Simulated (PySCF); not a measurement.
**C4H6BrFSi: electronic excitations**

What electronic excitations should C4H6BrFSi (`FC1=C([SiH2]CBr)C1`) show?

Computed with PySCF 2.14.0, with density-fitted response routines of our own, on a single molecule in the gas phase. Atoms are numbered from 0 throughout.

## Step 1: The starting structure

13 atoms, charge 0, multiplicity 1; geometry from: GFN2-xTB.

Bonds of the start (Å): F0–C1 1.32, C1–C2 1.30, C2–Si3 1.86, Si3–C4 1.91, C4–Br5 1.95, C2–C6 1.54, C6–C1 1.47, Si3–H7 1.46, Si3–H8 1.46, C4–H9 1.09, C4–H10 1.09, C6–H11 1.08, C6–H12 1.08.

## Step 2: Excited states and response: wB97X-D/def2-SVPD

The job: settings as JSON, then the geometry in Å.

```
{"job": {"kind": "uv", "xc": "wB97X-D", "basis": "def2-SVPD", "nstates": 8, "ntriplets": 3}, "charge": 0, "multiplicity": 1}
F     -1.969074     2.085580    -0.556321
C     -1.732974     0.842900    -0.192926
C     -0.880410    -0.108499     0.056127
Si     0.832912    -0.807773     0.196046
C      2.012368     0.627177    -0.247245
Br     3.851549    -0.024539    -0.131173
C     -2.385748    -0.413430     0.210242
H      1.103699    -1.233131     1.569919
H      1.023427    -1.892160    -0.768127
H      1.944031     1.468785     0.437209
H      1.883954     0.993543    -1.262512
H     -2.879322    -1.029307    -0.532619
H     -2.808799    -0.508659     1.203653
```

Method: TDDFT wB97X-D/def2-SVPD, vertical, gas phase, core orbitals frozen in the response.

Command:

```bash
$ OMP_NUM_THREADS=1 python probes_run.py task.json out
```

This one command runs all jobs of the session in turn.

The log of the run:

```text
coarse grid: 54600 points
cycle   1  E = -3118.7735593566  dE = -8.430e-02  |g| = 4.748e-01  |ddm| = 4.711e+00
cycle   2  E = -3118.7881037370  dE = -1.454e-02  |g| = 4.571e-01  |ddm| = 1.218e+00
cycle   3  E = -3118.8273087959  dE = -3.921e-02  |g| = 6.033e-02  |ddm| = 6.087e-01
cycle   4  E = -3118.8281895415  dE = -8.807e-04  |g| = 1.920e-02  |ddm| = 1.294e-01
cycle   5  E = -3118.8282857543  dE = -9.621e-05  |g| = 9.926e-03  |ddm| = 5.754e-02
cycle   6  E = -3118.8283103754  dE = -2.462e-05  |g| = 2.122e-03  |ddm| = 1.840e-02
cycle   7  E = -3118.8283117603  dE = -1.385e-06  |g| = 8.564e-04  |ddm| = 6.136e-03
final grid: 113672 points
cycle   8  E = -3118.8280960218  dE = -1.160e-06  |g| = 8.609e-04  |ddm| = 1.221e-02
cycle   9  E = -3118.8280960516  dE = -2.984e-08  |g| = 8.228e-04  |ddm| = 2.579e-03
cycle  10  E = -3118.8280961961  dE = -1.445e-07  |g| = 1.385e-04  |ddm| = 1.125e-03
cycle  11  E = -3118.8280962007  dE = -4.517e-09  |g| = 5.062e-05  |ddm| = 2.634e-04
cycle  12  E = -3118.8280962018  dE = -1.185e-09  |g| = 1.939e-05  |ddm| = 1.774e-04
cycle  13  E = -3118.8280962020  dE = -1.282e-10  |g| = 6.309e-06  |ddm| = 5.136e-05
converged SCF energy = -3118.8280962020

Static polarisability (au): isotropic 95.327, principal 71.773 86.451 127.758

Singlet excitations
state   eV       nm        f      main configurations
  1   5.8743    211.1   0.01943   H-1->L 0.87
  2   6.0891    203.6   0.00113   H-2->L 0.85
  3   6.2892    197.1   0.19062   H->L+1 0.93
  4   6.5227    190.1   0.00028   H-3->L+1 0.61, H-1->L+1 0.30
  5   6.7220    184.4   0.00334   H->L 0.66, H->L+2 0.12
  6   6.8677    180.5   0.00049   H->L+2 0.56, H->L+3 0.25
  7   7.3649    168.3   0.01749   H-1->L+3 0.77, H-1->L+2 0.12
  8   7.4772    165.8   0.00045   H-4->L+1 0.50, H-1->L+1 0.26, H-3->L+1 0.10

Triplet excitations (Tamm-Dancoff, eV): 4.1944 5.2464 5.4603
```

Wall time 44 s (1 thread of Intel Xeon Platinum 8488C, shared host); peak memory 0.94 GiB.

The orbitals next to the gap, with their largest atomic shares:

| orbital | eV | atoms |
| --- | --- | --- |
| HOMO−3 | -10.83 | C6 27 %, C1 16 %, C2 16 % |
| HOMO−2 | -10.01 | Br5 82 %, C4 11 % |
| HOMO−1 | -9.67 | Br5 66 %, C4 14 %, Si3 7 % |
| HOMO | -9.37 | C2 32 %, C1 24 %, C6 15 % |
| LUMO | 1.13 | Br5 53 %, C4 21 %, Si3 8 % |
| LUMO+1 | 1.31 | C1 31 %, C2 27 %, Si3 16 % |
| LUMO+2 | 1.88 | Si3 24 %, C1 20 %, C6 11 % |

With each of the 8 states as a Gaussian band of 0.4 eV half-width at 1/e, the curve within the window shown has maxima at 197 nm (ε 8,100), 168 nm (ε 750) L/(mol cm). Beyond the last state computed it falls off for lack of states. The curve at chosen wavelengths:

(nm, ε (L/mol/cm)): (159, 255), (162, 468), (165, 661), (168, 746), (171, 713), (174, 662), (177, 769), (180, 1226), (183, 2178), (186, 3619), (189, 5323), (192, 6881), (195, 7870), (198, 8048), (201, 7451), (204, 6325), (207, 4989), (210, 3706), (213, 2626), (216, 1795), (219, 1192), (222, 774), (225, 491), (228, 304), (231, 184), (234, 108)

Further results of this job:

| property | computed |
| --- | --- |
| dipole moment (D) | 1.56 |
| polarisability (Å³) | 14.13 |
| HOMO–LUMO gap (eV) | 10.50 |
| −ε(HOMO) (eV) | 9.37 |

## Step 3: Results

```
                                quantity                        value
      lowest singlet (wB97X-D/def2-SVPD)  5.87 eV (211 nm), f = 0.019
brightest single state of those computed  state 3, 6.29 eV, f = 0.191
                          lowest triplet                      4.19 eV
```

The lowest singlet, at 5.87 eV, is HOMO−1→LUMO 0.87 and is weak; of the 8 states computed, the strongest absorption comes from state 3 at 6.29 eV. The lowest triplet lies 1.68 eV below the lowest singlet (triplets in Tamm-Dancoff, singlets in full TDDFT).
